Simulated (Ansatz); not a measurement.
# Rb2PdC2: the cost of one run

Program: Ansatz 0.2.0. Level of theory: DFT LDA, scalar-relativistic, plane waves, PAW. These are calculated values, not measurements.

**1. The starting structure**

Symmetry: P-3m1, No. 164, trigonal system. Conventional cell: a = 5.358 Å, b = 5.358 Å, c = 5.289 Å, α = 90.00°, β = 90.00°, γ = 120.00°. Rb (site symmetry 3m) has 6 C at 3.14 to 3.58 Å and 3 Pd at 3.42 Å as nearest neighbours. Pd (site symmetry -3m) is surrounded by 2 C at 2.01 Å. C (site symmetry 3m) is surrounded by 1 C at 1.26 Å.

As a file:

```cif
data_structure
_symmetry_space_group_name_H-M 'P 1'
_symmetry_Int_Tables_number 1
_cell_length_a 5.3581
_cell_length_b 5.3581
_cell_length_c 5.2888
_cell_angle_alpha 90.000
_cell_angle_beta 90.000
_cell_angle_gamma 120.000
_cell_volume 131.50
loop_
_atom_site_label
_atom_site_type_symbol
_atom_site_fract_x
_atom_site_fract_y
_atom_site_fract_z
_atom_site_occupancy
Rb1 Rb 0.33333 0.66667 0.27750 1
Rb2 Rb 0.66667 0.33333 0.72250 1
Pd1 Pd 0.00000 0.00000 0.00000 1
C1 C 0.00000 0.00000 0.38090 1
C2 C 0.00000 0.00000 0.61910 1
```

Source of the structure: the Crystallography Open Database.

(A quick probe on a coarse mesh, which set the mesh and smearing, is not shown.)

**3. A loose first relaxation**

Contents of input.yaml:

```yaml
crystal:
  lattice:
    - [5.35809969, 0.0, 0.0]
    - [-2.679049845, 4.6402504475, 0.0]
    - [0.0, 0.0, 5.2888]
  atoms:
    - { symbol: Rb, position: [0.3333333333, 0.6666666667, 0.2775] }
    - { symbol: Rb, position: [0.6666666667, 0.3333333333, 0.7225] }
    - { symbol: Pd, position: [0.0, 0.0, 0.0] }
    - { symbol: C, position: [0.0, 0.0, 0.3809] }
    - { symbol: C, position: [0.0, 0.0, 0.6191] }
basis:
  ecutwfc: 420
kpoints:
  mp_grid: { grid: [6, 6, 4] }
hamiltonian:
  xc: lda
scf:
  occupations: { method: gaussian, width: 0.1 }
output:
  forces: true
  stress: true
  eigenvalues: true
relax:
  adjacent_minimum: "off"
  f_tol: 0.05
  max_steps: 80
  cell: { stress_tol: 0.5 }
```

Run with:

```bash
> ansatz run input.yaml --threads 1 --pin off --max-ram 2560MiB --backend cpu --events-out ev --progress --plain --runs-dir out
```

**Question.** How long does this run take on 1 thread of Intel Xeon at 2.50GHz (Skylake/Cascade Lake), shared host, and how much memory does it need?

About 46 s, with a peak of 0.42 GiB.
